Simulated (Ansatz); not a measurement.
# CrNi (R-3m) in Ansatz: further runs

Runs on CrNi. Level: PBE. Tasks: single point.

Program: Ansatz 0.2.0. These are calculated values, not measurements. Logs are shortened: lines on timing, memory, paths and dates and some standing lists are left out, and cuts for length are marked.

## Step 1: The crystal as given

The structure is trigonal, space group R-3m (No. 166). The conventional cell has a = 2.489 Å, b = 2.489 Å, c = 12.443 Å, α = 90.00°, β = 90.00°, γ = 120.00°. Around Ni (site symmetry -3m) lie 6 Ni at 2.49 Å and 6 Cr at 2.52 Å. Cr (site symmetry -3m) has 6 Cr at 2.49 Å and 6 Ni at 2.52 Å as nearest neighbours.

The cell comes from a database or a generator and needn't be the stable form of this composition.

## Step 2: Single point, PBE

Contents of input.yaml:

```yaml
crystal:
  lattice:
    - [1.2444927944, 0.7185082499, 4.1478027932]
    - [-1.2444927944, 0.7185082499, 4.1478027932]
    - [0.0, -1.4370164997, 4.1478027932]
  atoms:
    - { symbol: Ni, position: [0.5, 0.5, 0.5] }
    - { symbol: Cr, position: [0.0, 0.0, 0.0] }
hamiltonian:
  xc: pbe
  pseudopotentials: { kind: paw }
kpoints:
  mp_grid: { grid: [12, 12, 12] }
scf:
  occupations: { method: fermi_dirac, width: 0.05 }
output:
  forces: true
  stress: true
  eigenvalues: true
  write_density: true
  write_potential: true
  elf: true
  volumetric_format: npy
```

Potentials or basis: Ansatz PAW.

On the command line:

```console
$ ansatz run input.yaml --threads 2 --pin off --max-ram 5632MiB --backend cpu --events-out ev --progress --plain --runs-dir out
```

The log of the run:

```text
Warning: RAYON_NUM_THREADS=2 ignored (pool sized by the plan → 2); use --threads N
basis.fft_grid_basis auto: the FFT boxes are laid along the combinations [[1, -1, 0], [0, 1, 0], [0, -1, 1]] of the cell's own vectors, 2.489, 4.390 and 2.489 Å long. The dense box has 18×30×18 points. Along the cell's own vectors, as sized, it would have 30×30×30, 2.78 times as many. Of the 12 symmetry operations that the crystal satisfies within crystal.symmetry.tolerance (time reversal apart; of a slab, those that keep its plane) the dense box along the cell's own vectors carries 12, and the one as laid loses 8 of those. basis.fft_grid_basis: typed keeps the cell's own vectors: state it where this run's energies or levels are differenced outside the engine with another run's, or held beside a run that keeps those vectors. Those combinations have planes normal to reciprocal vector 3, as the cell's own vectors have. Each planar average written beside output.write_density, output.write_potential has a row for each plane of the box: 18. The volumetric files lie along those combinations, not along the cell's own vectors: a cube or XSF file states them, and fields.json those of NumPy files.
Engine: ansatz 0.2.0, aarch64-unknown-linux-gnu
Pseudopotentials: kind: paw
Pseudopotential: Ni, paw, valence charge 18, recommended cutoff 420 eV (normal), Ni.paw.azcp
Pseudopotential: Cr, paw, valence charge 14, recommended cutoff 420 eV (normal), Cr.paw.azcp
Functional definition: PBE
  parameter kappa = 0.804
  parameter beta = 0.06672455060314922
  exchange = pbe_x(kappa = kappa, mu = beta*pi^2/3)
  correlation = pbe_c(beta = beta)
Crystal: 2 atoms, lattice volume = 22.253 Å³
Basis set: ecut = 420 eV, 421 PW (Γ), FFT grids on a1−a2, a2, −a2+a3, exchange–correlation on 36×60×36 points (8 copies of the dense FFT grid, shifted against one another)
Bands: 20, of which v1, the nominal top of the filled ones, is band 16 counted from 1 (15 counted from 0)
Symmetry: 12 space group operations
Space group: R-3m (ITA 166), of the structure as read, at distance tolerance 2.8e-5 Å
k-points: 189 of 1728
Non-local potential: Ni, projectors of the file, l = 0: 3, l = 1: 2, l = 2: 3, l = 3: 1
Non-local potential: Cr, projectors of the file, l = 0: 3, l = 1: 2, l = 2: 3, l = 3: 1
PAW form: soft (Blöchl's): semilocal exchange-correlation on the pseudo side does not see the compensation charge
PAW one-centre angular grid: Ni, 590 points (default); XC on 64 Gauss nodes
PAW one-centre angular grid: Cr, 590 points (default); XC on 64 Gauss nodes
Initial density: superposition of atomic densities (neutral atoms: chi_scale 0, normalization atom), corrected by the library's trained network
Initial wavefunctions: pseudopotential atomic-orbital guess
Functional: x = pbe(κ = 0.804, μ = 0.2195149727645171), c = pbe(β = 0.06672455060314922)
SCF iter   1: F=—  HF=-9217.185547 eV  |F-HF|=—  |Δ(HF+E_count)|=         —  Δρ=1.64e-2  dr2=6.67e-2  ethr=1.77e-3  ⟨swp⟩=3.3  Hψ=13830  notcnv=0
preconditioner: auto → none  [metal: Δε(μ)=0.012 eV  Ē_g=4.524 eV  σ=0.050 eV  W_gap=0.06  n_scr=2 (ndim 8)  ℏωp=31.5 eV  f_vac=0.000  D(μ)=3.02/eV (n_scr^D=36)  sad-step TF]
SCF iter   2: F=—  HF=-9217.184106 eV  |F-HF|=—  |Δ(HF+E_count)|=   1.44e-3  Δρ=1.40e-2  dr2=5.47e-2  ethr=2.08e-4  ⟨swp⟩=1.0  Hψ=5292  notcnv=0
SCF iter   3: F=—  HF=-9217.181595 eV  |F-HF|=—  |Δ(HF+E_count)|=   2.51e-3  Δρ=2.92e-3  dr2=2.22e-3  ethr=1.71e-4  ⟨swp⟩=1.2  Hψ=3839  notcnv=0
SCF iter   4: F=—  HF=-9217.181478 eV  |F-HF|=—  |Δ(HF+E_count)|=   1.17e-4  Δρ=5.88e-4  dr2=5.43e-5  ethr=6.93e-6  ⟨swp⟩=1.0  Hψ=3783  notcnv=0
SCF iter   5: F=—  HF=-9217.181502 eV  |F-HF|=—  |Δ(HF+E_count)|=   2.46e-5  Δρ=1.12e-4  dr2=1.20e-6  ethr=1.70e-7  ⟨swp⟩=1.9  Hψ=4684  notcnv=0
SCF iter   6: F=—  HF=-9217.181502 eV  |F-HF|=—  |Δ(HF+E_count)|=   2.80e-8  Δρ=3.60e-5  dr2=1.57e-7  ethr=3.13e-10  ⟨swp⟩=9.3  Hψ=32451  notcnv=0
SCF iter   7: F=-9217.181502 eV  HF=-9217.181502 eV  |F-HF|=6.28e-10  |Δ(HF+E_count)|=   3.13e-8  Δρ=5.58e-6  dr2=1.99e-9  ethr=3.13e-10  ⟨swp⟩=7.7  Hψ=23341  notcnv=0
SCF 1 converged in 7 iterations: F = -9217.181502 eV  dr2 = 1.99e-9
SCF converged after 7 iterations
Free energy (F): -9217.181502 eV
Harris-Foulkes:  -9217.181502 eV  (|F-HF|=6.28e-10)
Internal energy: -9217.156512 eV  (E = F + TS)
E sigma→0 (E₀):  -9217.169007 eV
Entropy (-TS):   -0.024990 eV (-12.495 meV/atom)
Fermi energy:    19.026503 eV
--- Per-component energies (eV) ---
  E_band       = -420.996035
  E_kinetic    = 626.449048
  E_local      = -4713.274369  (includes V_loc(G=0)·N_el)
  E_nonlocal   = 712.081700
  E_hartree    = 2002.060158
  E_xc         = -225.438592
  E_vxc        = -288.832260  (∫ρ·V_xc dr)
  E_paw        = -2822.902301  (= ΣΔE_a)
  E_vpaw       = -761.541757  (= ΣTr[D̂ρ^β])
  E_aug_tail   = 0.000874  (compensation charges beyond the density's cutoff)
  E_ewald      = -4796.133031
  E_smearing   = -0.024990  (= −TS)
  E_closure    = 0.000000  (closes the sum)
  Σ components = -9217.181502   (vs F -9217.181502, Δ=0.00e0)
--- Forces (eV/Å), atoms counted from 1 ---
  atom   1  Ni     0.00000000     0.00000000     0.00000000
  atom   2  Cr     0.00000000    -0.00000000     0.00000000
  max |Σ_I F_I| component: 2.36e-28 eV/Å
--- Stress (GPa, compression-positive) ---
        0.815623       0.000000       0.000000
        0.000000       0.815623       0.000000
        0.000000       0.000000       3.933333
  P = ⅓ Tr σ = 1.8549 GPa (18.549 kbar)
--- Band table (eV; the first three rows and the last of 189) ---
  k-point 0: bands = ["-84.4279", "-52.6526", "-44.9845", "-44.6383", "-44.6383", "-24.1137", "-23.4578", "-23.4578", "10.3790", "14.4044", "16.9504", "16.9504", "17.2311", "17.4964", "17.4964", "18.8094", "19.0502", "19.0502", "20.7081", "20.7081"]
  k-point 1: bands = ["-84.4264", "-52.6420", "-44.9830", "-44.6495", "-44.6410", "-24.1053", "-23.5154", "-23.4708", "10.6370", "14.5825", "16.8559", "17.0490", "17.2320", "17.3156", "17.5198", "18.4407", "19.0105", "19.1807", "20.6518", "21.3291"]
  k-point 2: bands = ["-84.4223", "-52.6130", "-44.9788", "-44.6802", "-44.6486", "-24.0824", "-23.6712", "-23.5062", "11.3806", "15.0468", "16.5389", "16.7567", "17.3172", "17.4574", "17.5683", "18.0118", "18.7711", "19.5812", "20.4962", "22.5689"]
  k-point 188: bands = ["-84.4279", "-52.6536", "-44.9819", "-44.6382", "-44.6382", "-24.1220", "-23.4580", "-23.4580", "12.1541", "13.1153", "16.2874", "17.0546", "17.0546", "17.3497", "17.8669", "17.8669", "18.7106", "18.7106", "20.4315", "20.4315"]
```

rho_z.tsv:

```text
# z_ang	rho[e/angstrom^3]
# format = ansatz-planar-average/11
# lattice	1.244492794	0.718508250	4.147802793
# lattice	-1.244492794	0.718508250	4.147802793
# lattice	0.000000000	-1.437016500	4.147802793
# sites	2
# site	28	0.000000000	0.000000000	6.221704190
# site	24	0.000000000	0.000000000	0.000000000
0.000000	1.583194e0
0.243871	1.498535e0
0.487742	1.286155e0
0.731613	1.048501e0
0.975484	9.011372e-1
1.219355	9.406483e-1
[... 10 lines left out ...]
3.901937	1.286155e0
4.145808	1.498535e0
```

Wall time 4.9 s (2 threads of Arm Neoverse V1, shared host); peak memory 0.38 GiB.

Results:

| Item | Value |
| --- | --- |
| Free energy | -9217.1815 eV |
| Pressure | 1.9 GPa |
| Band gap on the k mesh | none (metal or under the smearing width) |

Caveat: the run has no spin polarisation, though such a crystal can be magnetic. Spin polarisation is off, so any magnetic state and its effect on volume and gap are missing.

## Step 3: Single point, PBE, collinear spin, ferromagnetic start

input.yaml, as its differences from that of step 2:

```diff
@@ -6,4 +6,4 @@
   atoms:
-    - { symbol: Ni, position: [0.5, 0.5, 0.5] }
-    - { symbol: Cr, position: [0.0, 0.0, 0.0] }
+    - { symbol: Ni, position: [0.5, 0.5, 0.5], spin: 1.0 }
+    - { symbol: Cr, position: [0.0, 0.0, 0.0], spin: 3.0 }
 hamiltonian:
@@ -11,2 +11,4 @@
   pseudopotentials: { kind: paw }
+magnetization:
+  spin_polarized: true
 kpoints:
```

Potentials or basis: Ansatz PAW.

On the command line:

```console
$ ansatz run input.yaml --threads 2 --pin off --max-ram 5632MiB --backend cpu --events-out ev --progress --plain --runs-dir out
```

Run time: 16 s. Hardware: 2 threads of Arm Neoverse V1, shared host; peak memory 0.47 GiB.

The run converged. Its results:

| Quantity | Value |
| --- | --- |
| Free energy | -9217.1815 eV |
| Pressure | 1.9 GPa |
| Band gap on the k mesh | none (metal or under the smearing width) |
| Net moment | 0.00 μB per cell |
| Absolute moment | 0.00 μB per cell |

Stress tensor (GPa, compression positive):
```
0.82 0.00 0.00
0.00 0.82 0.00
0.00 0.00 3.93
```

Levels at points of the mesh, in eV from the Fermi level:
Spin up:
```csv
k point,band 12,band 13,band 14,band 15,band 16,band 17,band 18,band 19,band 20,band 21
"(0.00, 0.00, 0.00)",-2.08,-1.80,-1.53,-1.53,-0.22,0.02,0.02,1.68,1.68,7.51
"(0.00, 0.00, -0.50)",-2.93,-2.26,-1.51,-1.08,-0.27,0.70,2.77,2.89,4.48,8.77
"(0.00, -0.50, -0.50)",-1.94,-1.79,-0.27,0.05,0.26,1.40,1.66,2.78,3.03,7.55
"(-0.50, -0.50, -0.50)",-1.97,-1.97,-1.68,-1.16,-1.16,-0.32,-0.32,1.40,1.40,14.03
```
Spin down:
| k point | band 14 | band 15 | band 16 | band 17 | band 18 | band 19 |
| --- | --- | --- | --- | --- | --- | --- |
| (0.00, 0.00, 0.00) | -1.53 | -1.53 | -0.22 | 0.02 | 0.02 | 1.68 |
| (0.00, 0.00, -0.50) | -1.51 | -1.08 | -0.27 | 0.70 | 2.77 | 2.89 |
| (0.00, -0.50, -0.50) | -0.27 | 0.05 | 0.26 | 1.40 | 1.66 | 2.78 |
| (-0.50, -0.50, -0.50) | -1.68 | -1.16 | -1.16 | -0.32 | -0.32 | 1.40 |

Caveat: the starting moments collapsed, and a magnetic state may lie lower; the starting moments weren't kept.

## Step 4: Single point, PBE, collinear spin, antiferromagnetic start

input.yaml, as its differences from that of step 3:

```diff
@@ -7,3 +7,3 @@
     - { symbol: Ni, position: [0.5, 0.5, 0.5], spin: 1.0 }
-    - { symbol: Cr, position: [0.0, 0.0, 0.0], spin: 3.0 }
+    - { symbol: Cr, position: [0.0, 0.0, 0.0], spin: -3.0 }
 hamiltonian:
@@ -21,5 +21 @@
   eigenvalues: true
-  write_density: true
-  write_potential: true
-  elf: true
-  volumetric_format: npy
```

On the command line:

```console
$ ansatz run input.yaml --threads 2 --pin off --max-ram 5632MiB --backend cpu --events-out ev --progress --plain --runs-dir out
```

Run time: 28 s. Hardware: 2 threads of Arm Neoverse V1, shared host; peak memory 0.53 GiB.

The run converged. Its results:

```
Free energy            : -9217.1815 eV
Pressure               : 1.9 GPa
Band gap on the k mesh : none (metal or under the smearing width)
Net moment             : 0.00 μB per cell
Absolute moment        : 0.00 μB per cell
```

Stress tensor (GPa, compression positive):
```
0.82 0.00 0.00
0.00 0.82 0.00
0.00 0.00 3.93
```

Levels at points of the mesh, in eV from the Fermi level:
Spin up:
| k point | band 12 | band 13 | band 14 | band 15 | band 16 | band 17 | band 18 | band 19 | band 20 | band 21 |
| --- | --- | --- | --- | --- | --- | --- | --- | --- | --- | --- |
| (0.00, 0.00, 0.00) | -2.08 | -1.80 | -1.53 | -1.53 | -0.22 | 0.02 | 0.02 | 1.68 | 1.68 | 7.51 |
| (0.00, 0.00, -0.50) | -2.93 | -2.26 | -1.51 | -1.08 | -0.27 | 0.70 | 2.77 | 2.89 | 4.48 | 8.77 |
| (0.00, -0.50, -0.50) | -1.94 | -1.79 | -0.27 | 0.05 | 0.26 | 1.40 | 1.66 | 2.78 | 3.03 | 7.55 |
| (-0.50, -0.50, -0.50) | -1.97 | -1.97 | -1.68 | -1.16 | -1.16 | -0.32 | -0.32 | 1.40 | 1.40 | 14.03 |
Spin down:
| k point | band 14 | band 15 | band 16 | band 17 | band 18 | band 19 |
| --- | --- | --- | --- | --- | --- | --- |
| (0.00, 0.00, 0.00) | -1.53 | -1.53 | -0.22 | 0.02 | 0.02 | 1.68 |
| (0.00, 0.00, -0.50) | -1.51 | -1.08 | -0.27 | 0.70 | 2.77 | 2.89 |
| (0.00, -0.50, -0.50) | -0.27 | 0.05 | 0.26 | 1.40 | 1.66 | 2.78 |
| (-0.50, -0.50, -0.50) | -1.68 | -1.16 | -1.16 | -0.32 | -0.32 | 1.40 |

Caveat: the starting moments collapsed, and a magnetic state may lie lower; the starting moments weren't kept.

## Step 5: Single point, PBE, collinear spin, ferrimagnetic start

input.yaml, as its differences from that of step 4:

```diff
@@ -7,3 +7,3 @@
     - { symbol: Ni, position: [0.5, 0.5, 0.5], spin: 1.0 }
-    - { symbol: Cr, position: [0.0, 0.0, 0.0], spin: -3.0 }
+    - { symbol: Cr, position: [0.0, 0.0, 0.0], spin: -1.5 }
 hamiltonian:
```

On the command line:

```console
$ ansatz run input.yaml --threads 2 --pin off --max-ram 5632MiB --backend cpu --events-out ev --progress --plain --runs-dir out
```

It took 55 s on 2 threads of Arm Neoverse V1, shared host; peak memory 0.53 GiB.

It converged, with:

| Item | Value |
| --- | --- |
| Free energy | -9217.1815 eV |
| Pressure | 1.9 GPa |
| Band gap on the k mesh | none (metal or under the smearing width) |
| Net moment | 0.00 μB per cell |
| Absolute moment | 0.00 μB per cell |

Stress tensor (GPa, compression positive):
```
0.82 0.00 0.00
0.00 0.82 0.00
0.00 0.00 3.93
```

Levels at points of the mesh, in eV from the Fermi level:
Spin up:
```csv
k point,band 12,band 13,band 14,band 15,band 16,band 17,band 18,band 19,band 20,band 21
"(0.00, 0.00, 0.00)",-2.08,-1.80,-1.53,-1.53,-0.22,0.02,0.02,1.68,1.68,7.51
"(0.00, 0.00, -0.50)",-2.93,-2.26,-1.51,-1.08,-0.27,0.70,2.77,2.89,4.48,8.77
"(0.00, -0.50, -0.50)",-1.94,-1.79,-0.27,0.05,0.26,1.40,1.66,2.78,3.03,7.55
"(-0.50, -0.50, -0.50)",-1.97,-1.97,-1.68,-1.16,-1.16,-0.32,-0.32,1.40,1.40,14.03
```
Spin down:
```tsv
k point	band 14	band 15	band 16	band 17	band 18	band 19
(0.00, 0.00, 0.00)	-1.53	-1.53	-0.22	0.02	0.02	1.68
(0.00, 0.00, -0.50)	-1.51	-1.08	-0.27	0.70	2.77	2.89
(0.00, -0.50, -0.50)	-0.27	0.05	0.26	1.40	1.66	2.78
(-0.50, -0.50, -0.50)	-1.68	-1.16	-1.16	-0.32	-0.32	1.40
```

Caveat: the starting moments collapsed, and a magnetic state may lie lower; the starting moments weren't kept.

## Step 6: Single point, PBE, collinear spin, random start

input.yaml, as its differences from that of step 5:

```diff
@@ -6,4 +6,4 @@
   atoms:
-    - { symbol: Ni, position: [0.5, 0.5, 0.5], spin: 1.0 }
-    - { symbol: Cr, position: [0.0, 0.0, 0.0], spin: -1.5 }
+    - { symbol: Ni, position: [0.5, 0.5, 0.5], spin: 0.05 }
+    - { symbol: Cr, position: [0.0, 0.0, 0.0], spin: 2.05 }
 hamiltonian:
```

Potentials or basis: Ansatz PAW.

On the command line:

```console
$ ansatz run input.yaml --threads 2 --pin off --max-ram 5632MiB --backend cpu --events-out ev --progress --plain --runs-dir out
```

The log of the run:

```text
Warning: RAYON_NUM_THREADS=2 ignored (pool sized by the plan → 2); use --threads N
basis.fft_grid_basis auto: the FFT boxes are laid along the combinations [[1, 0, -1], [0, 1, -1], [0, 0, 1]] of the cell's own vectors, 2.489, 2.489 and 4.390 Å long. The dense box has 18×18×30 points. Along the cell's own vectors, as sized, it would have 30×30×30, 2.78 times as many. Of the 12 symmetry operations that the crystal satisfies within crystal.symmetry.tolerance (time reversal apart; of a slab, those that keep its plane) the dense box along the cell's own vectors carries 12, and the one as laid loses 8 of those. basis.fft_grid_basis: typed keeps the cell's own vectors: state it where this run's energies or levels are differenced outside the engine with another run's, or held beside a run that keeps those vectors.
Engine: ansatz 0.2.0, aarch64-unknown-linux-gnu
Pseudopotentials: kind: paw
Pseudopotential: Ni, paw, valence charge 18, recommended cutoff 420 eV (normal), Ni.paw.azcp
Pseudopotential: Cr, paw, valence charge 14, recommended cutoff 420 eV (normal), Cr.paw.azcp
Functional definition: PBE
  parameter kappa = 0.804
  parameter beta = 0.06672455060314922
  exchange = pbe_x(kappa = kappa, mu = beta*pi^2/3)
  correlation = pbe_c(beta = beta)
Crystal: 2 atoms, lattice volume = 22.253 Å³
Basis set: ecut = 420 eV, 421 PW (Γ), FFT grids on a1−a3, a2−a3, a3, exchange–correlation on 36×36×60 points (8 copies of the dense FFT grid, shifted against one another)
Bands: 22, of which v1, the nominal top of the filled ones, is band 16 counted from 1 (15 counted from 0)
Symmetry: 12 space group operations
Space group: R-3m (ITA 166), of the structure as read, at distance tolerance 2.8e-5 Å
[... 73 lines left out ...]
E sigma→0 (E₀):  -9217.169007 eV
Entropy (-TS):   -0.024990 eV (-12.495 meV/atom)
Fermi energy:    19.026500 eV
--- Per-component energies (eV) ---
  E_band       = -420.996141
  E_kinetic    = 626.448920
  E_local      = -4713.275761  (includes V_loc(G=0)·N_el)
  E_nonlocal   = 712.082046
  E_hartree    = 2002.061335
  E_xc         = -225.438553
  E_vxc        = -288.832209  (∫ρ·V_xc dr)
  E_paw        = -2822.902343  (= ΣΔE_a)
  E_vpaw       = -761.541555  (= ΣTr[D̂ρ^β])
  E_aug_tail   = 0.000874  (compensation charges beyond the density's cutoff)
  E_ewald      = -4796.133031
  E_smearing   = -0.024990  (= −TS)
  E_closure    = -0.000000  (closes the sum)
  Σ components = -9217.181502   (vs F -9217.181502, Δ=0.00e0)
--- Forces (eV/Å), atoms counted from 1 ---
  atom   1  Ni     0.00000000    -0.00000000     0.00000000
  atom   2  Cr     0.00000000    -0.00000000     0.00000000
  max |Σ_I F_I| component: 1.68e-28 eV/Å
--- Stress (GPa, compression-positive) ---
        0.815890       0.000000       0.000000
        0.000000       0.815890       0.000000
        0.000000       0.000000       3.933400
  P = ⅓ Tr σ = 1.8551 GPa (18.551 kbar)
--- Band table (eV; the first three rows and the last of 378) ---
  k-point 0 ↑: bands = ["-84.4279", "-52.6526", "-44.9845", "-44.6383", "-44.6383", "-24.1137", "-23.4578", "-23.4578", "10.3790", "14.4044", "16.9504", "16.9504", "17.2311", "17.4964", "17.4964", "18.8094", "19.0502", "19.0502", "20.7081", "20.7081", "26.5356", "39.1802"]
  k-point 1 ↑: bands = ["-84.4264", "-52.6420", "-44.9830", "-44.6495", "-44.6411", "-24.1054", "-23.5154", "-23.4708", "10.6370", "14.5825", "16.8559", "17.0489", "17.2319", "17.3156", "17.5197", "18.4407", "19.0105", "19.1807", "20.6518", "21.3291", "26.5934", "38.7588"]
  k-point 2 ↑: bands = ["-84.4224", "-52.6130", "-44.9788", "-44.6802", "-44.6486", "-24.0824", "-23.6712", "-23.5062", "11.3806", "15.0468", "16.5389", "16.7566", "17.3172", "17.4574", "17.5683", "18.0118", "18.7711", "19.5812", "20.4962", "22.5689", "26.8391", "36.1700"]
  k-point 188 ↓: bands = ["-84.4279", "-52.6535", "-44.9819", "-44.6383", "-44.6383", "-24.1220", "-23.4580", "-23.4580", "12.1541", "13.1152", "16.2874", "17.0545", "17.0545", "17.3497", "17.8669", "17.8669", "18.7106", "18.7106", "20.4315", "20.4315", "33.0567", "34.6794"]
```

Wall time 32 s (2 threads of Arm Neoverse V1, shared host); peak memory 0.46 GiB.

Results:

```yaml
Free_energy: -9217.1815 eV
Pressure: 1.9 GPa
Band_gap_on_the_k_mesh: none (metal or under the smearing width)
Net_moment: 0.00 μB per cell
Absolute_moment: 0.00 μB per cell
```

Stress tensor (GPa, compression positive):
```
0.82 0.00 0.00
0.00 0.82 0.00
0.00 0.00 3.93
```

Caveat: the starting moments collapsed, and a magnetic state may lie lower; the starting moments weren't kept.

(Continued in part 2 of 2.)
